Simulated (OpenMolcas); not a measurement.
# One shape, several levels: CH5AlO2 (SMILES C[Al](O)O)

Wanted: a comparison of 6 runs (HF/STO-3G, HF/3-21G, BLYP/def2-SVP, PBE/def2-SVP, PBE0/def2-SVP, SVWN5/def2-SVP) of CH5AlO2. 

Program for the calculation: OpenMolcas 26.06.

1 further run of the same task is left out (set aside as unsound or not needed).

## (1) The molecule

The species is CH5AlO2 (9 atoms), meant as a singlet with charge 0. SMILES: `C[Al](O)O`. The shape is that of a PBE0-D4/def2-TZVP optimisation. This is one conformer, not always the lowest.

Bond lengths: C1–Al2 1.933 Å, Al2–O3 1.698 Å, Al2–O4 1.698 Å, C1–H5 1.093 Å, C1–H6 1.092 Å, C1–H7 1.094 Å, O3–H8 0.954 Å, O4–H9 0.955 Å. Some angles: C1–Al2–O3 118.6°, C1–Al2–O4 119.1°, O3–Al2–O4 122.3°, Al2–C1–H5 111.1°, Al2–C1–H6 111.7°, Al2–C1–H7 110.8°, Al2–O3–H8 125.6°, Al2–O4–H9 125.4°, H5–C1–H6 108.4°, H5–C1–H7 106.8°.

## (2) Energy and forces at HF/STO-3G (run 1)

File input.xyz:

```xyz
9

C     -0.025110     1.109820    -1.034090
Al    -0.001290    -0.302910     0.285630
O      0.957740    -1.672870    -0.006720
O     -0.933740    -0.131550     1.694140
H     -0.226970     0.712350    -2.032300
H     -0.780650     1.863510    -0.803740
H      0.945840     1.611200    -1.084700
H      1.048330    -2.422320     0.577320
H     -0.984140    -0.767250     2.404460
```

File job.input:

```
&GATEWAY
 BasLib = $CurrDir
 Coord = input.xyz
 Basis = STO-3G
 Group = NoSym

&SEWARD

&SCF
 Thresholds = 1e-10 1e-07 1e-07 1e-05
 PrOrbitals = 1 1

&ALASKA
```

The basis set STO-3G is read from a file made from the Basis Set Exchange's data (not shown).

Command:

```console
$ export MOLCAS_MEM=1860
$ pymolcas job.input > job.log
```

Output:

```text
--- Start Module: gateway ---
[...]
--- Stop Module: gateway /rc=_RC_ALL_IS_WELL_ ---
[...]
      Basis functions           29
[...]
--- Start Module: scf ---
[...]
       Convergence after  11 Iterations
[...]
::    Total SCF energy                               -427.0916762862
[...]
      Total spin, S                                     0.0000000000
[...]
      Total electronic charge=   40.000000
      Total            charge=   -0.000000
[...]
      Dipole Moment (debye):
      Origin of the operator (angstrom)=    0.0007   -0.2988    0.2808
                   X=  2.9385E-02               Y= -1.1857E+00               Z=  1.1154E+00           Total=  1.6282E+00
      Quadrupole Moment (debye*angstrom):
[...]
 *              Molecular gradients               *
 **************************************************
  Irreducible representation: a
 ------------------------------------------------------------------------------------------
                              X                       Y                       Z
 ------------------------------------------------------------------------------------------
  C1               -3.11202363478311E-03    1.38424176902854E-02   -1.10643486220949E-02
  AL2              -5.46695822529641E-04    1.92524563129850E-02   -1.80026523092240E-02
  O3                1.08917076801038E-02   -5.04517579617225E-02    3.10358102650232E-02
  O4               -8.61048930217834E-03   -3.45609102949007E-02    4.84915425562455E-02
  H5               -2.90802120225808E-04   -4.96217123029219E-03   -8.08418419131396E-03
  H6               -6.20233105234158E-03    5.24013128332479E-03    3.63003173605619E-03
  H7                9.22328601654909E-03    2.83977057358165E-03   -2.52204261949163E-04
  H8                7.45733634142265E-03    1.77816045190302E-02   -3.02305664326550E-02
[...]
```

Wall time 2.8 s (1 thread of Intel Xeon Platinum 8259CL at 2.50GHz (Skylake/Cascade Lake), shared host); peak memory 0.37 GiB.

## (3) Energy and forces at HF/3-21G (run 2)

File geom.xyz:

```xyz
9

C     -0.025110     1.109820    -1.034090
Al    -0.001290    -0.302910     0.285630
O      0.957740    -1.672870    -0.006720
O     -0.933740    -0.131550     1.694140
H     -0.226970     0.712350    -2.032300
H     -0.780650     1.863510    -0.803740
H      0.945840     1.611200    -1.084700
H      1.048330    -2.422320     0.577320
H     -0.984140    -0.767250     2.404460
```

File calc.input:

```
&GATEWAY
  BASLIB=$CurrDir
  COORD=geom.xyz
  BASIS=3-21G
  GROUP=NoSym

&SEWARD

&SCF
  THRESHOLDS=1e-10 1e-07 1e-07 1e-05
  PRORBITALS=1 1

&ALASKA
```

The basis set 3-21G is read from a file made from the Basis Set Exchange's data (not shown).

Command:

```console
$ export MOLCAS_MEM=1860
$ pymolcas calc.input > calc.log
```

Output:

```text
--- Start Module: gateway ---
[...]
--- Stop Module: gateway /rc=_RC_ALL_IS_WELL_ ---
[...]
      Basis functions           50
[...]
--- Start Module: scf ---
[...]
       Convergence after  12 Iterations
[...]
::    Total SCF energy                               -430.1730085605
[...]
      Total spin, S                                     0.0000000000
[...]
      Total electronic charge=   40.000000
      Total            charge=   -0.000000
[...]
      Dipole Moment (debye):
      Origin of the operator (angstrom)=    0.0007   -0.2988    0.2808
                   X=  7.8161E-02               Y= -1.8636E+00               Z=  1.7332E+00           Total=  2.5462E+00
      Quadrupole Moment (debye*angstrom):
[...]
 *              Molecular gradients               *
 **************************************************
  Irreducible representation: a
 ------------------------------------------------------------------------------------------
                              X                       Y                       Z
 ------------------------------------------------------------------------------------------
  C1               -4.08904492646439E-04   -9.37761486954525E-03    9.17986647321101E-03
  AL2               6.02160510314254E-04   -8.12260454240943E-03    7.56238911534890E-03
  O3                8.75697336659265E-03   -3.05596550431986E-03   -1.20102272330982E-02
  O4               -8.97412340810977E-03    1.15760368432971E-02    3.75720172415761E-03
  H5               -3.65558525683540E-04   -2.30024270634088E-03   -3.34699833752961E-03
  H6               -3.12471202907183E-03    2.63315957043098E-03    1.66204815479187E-03
  H7                3.74471587571445E-03    1.02647844718762E-03    2.25802577307865E-04
  H8               -7.50166578651440E-03    9.83545023249599E-03    3.11647042159491E-03
[...]
```

Wall time 3.3 s (1 thread of Intel Xeon Platinum 8259CL at 2.50GHz (Skylake/Cascade Lake), shared host); peak memory 0.38 GiB.

Runs 3 to 5 aren't shown in full; the table further down has their settings and results.

## (4) Energy and forces at SVWN5/def2-SVP (run 6)

File run.inp:

```
* CH5AlO2 Kohn-Sham DFT
>>> EXPORT MOLCAS_PRINT=2

&GATEWAY
 BasLib=$CurrDir
 Coord
 9
 bohr
 C     -0.04745102     2.09725585    -1.95414689
 Al    -0.00243775    -0.57241694     0.53976247
 O      1.80986630    -3.16126614    -0.01269896
 O     -1.76451287    -0.24859347     3.20146062
 H     -0.42891114     1.34614640    -3.84049040
 H     -1.47521470     3.52152353    -1.51884848
 H      1.78737856     3.04472673    -2.04978593
 H      1.98105659    -4.57752139     1.09097669
 H     -1.85975507    -1.44989237     4.54377088
 Basis=def2-SVP
 Group=NoSym

&SEWARD
 GridInput
 Grid=UltraFine
 End of Grid

&SCF
 KSDFT=SVWN5
 Thresholds=1e-10 1e-07 1e-07 1e-05
 PrOrbitals=0

&ALASKA
```

The basis set def2-SVP is read from a file made from the Basis Set Exchange's data (not shown).

Command:

```console
$ export MOLCAS_MEM=1860
$ pymolcas run.inp > run.log
```

Output:

```text
--- Start Module: gateway ---
[...]
--- Stop Module: gateway /rc=_RC_ALL_IS_WELL_ ---
[...]
      Basis functions           85
[...]
--- Start Module: scf ---
[...]
       Convergence after  15 Iterations
[...]
::    Total KS-DFT energy                            -431.3677868901
[...]
      Total spin, S                                     0.0000000000
[...]
      Total electronic charge=   40.000000
      Total            charge=   -0.000000
[...]
      Dipole Moment (debye):
      Origin of the operator (angstrom)=    0.0007   -0.2988    0.2808
                   X=  6.7714E-02               Y= -1.4464E+00               Z=  1.3457E+00           Total=  1.9768E+00
      Quadrupole Moment (debye*angstrom):
[...]
 *              Molecular gradients               *
 **************************************************
  Irreducible representation: a
 ------------------------------------------------------------------------------------------
                              X                       Y                       Z
 ------------------------------------------------------------------------------------------
  C1               -3.60034005647825E-05    1.01802953178325E-02   -9.56115558361414E-03
  AL2              -4.85507539764035E-05   -5.23995905750541E-03    4.94721906919615E-03
  O3                9.33057815371896E-04   -1.04618101080245E-02    8.76096966266271E-03
  O4               -3.23473024396392E-04   -9.57822701999600E-03    9.99884651305294E-03
  H5                2.21315026526347E-03    4.81040468207183E-03    1.00182891660974E-02
  H6                8.15761374226120E-03   -7.64675769244016E-03   -2.94004234381084E-03
  H7               -1.02119645577212E-02   -4.64299305194471E-03   -1.64766857323084E-04
  H8               -2.44469885636589E-03    1.29949533615079E-02   -8.64205605580759E-03
[...]
```

Wall time 33 s (1 thread of Intel Xeon Platinum 8259CL at 2.50GHz (Skylake/Cascade Lake), shared host); peak memory 0.47 GiB.

## (5) The series

| run | level | integration grid | energy (Eh) | dipole moment (D) | HOMO energy (eV) | LUMO energy (eV) | wall time |
| --- | --- | --- | --- | --- | --- | --- | --- |
| 1 | HF/STO-3G | – | -427.091676 | 1.63 | -8.39 | 10.29 | 2.8 s |
| 2 | HF/3-21G | – | -430.173009 | 2.55 | -11.60 | 3.52 | 3.3 s |
| 3 | BLYP/def2-SVP | UltraFine | -433.828579 | 1.95 | -6.62 | -0.61 | 42 s |
| 4 | PBE/def2-SVP | UltraFine | -433.523887 | 1.91 | -6.77 | -0.61 | 45 s |
| 5 | PBE0/def2-SVP | UltraFine | -433.559387 | 1.96 | -8.47 | 0.21 | 41 s |
| 6 | SVWN5/def2-SVP | UltraFine | -431.367787 | 1.98 | -6.94 | -0.75 | 33 s |

## (6) Results

| quantity | value |
| --- | --- |
| run 6: total energy | -431.36779 Eh |
| run 6: dipole moment | 1.98 D |
| run 6: HOMO energy | -6.94 eV |
| run 6: LUMO energy | -0.75 eV |
| run 6: HOMO–LUMO gap | 6.18 eV |
| run 6: largest force on an atom | 0.812 eV/Å |

In words: The dipole moment (its size) runs from 1.63 D (HF/STO-3G) to 2.55 D (HF/3-21G). The HOMO–LUMO gap runs from 6.02 eV (BLYP/def2-SVP) to 18.67 eV (HF/STO-3G). The two ends differ in method and basis. Totals of different functionals can't be ranked against each other. In run 1 the basis is minimal, so the values are rough. All runs together took 2.8 min, the longest 45 s.
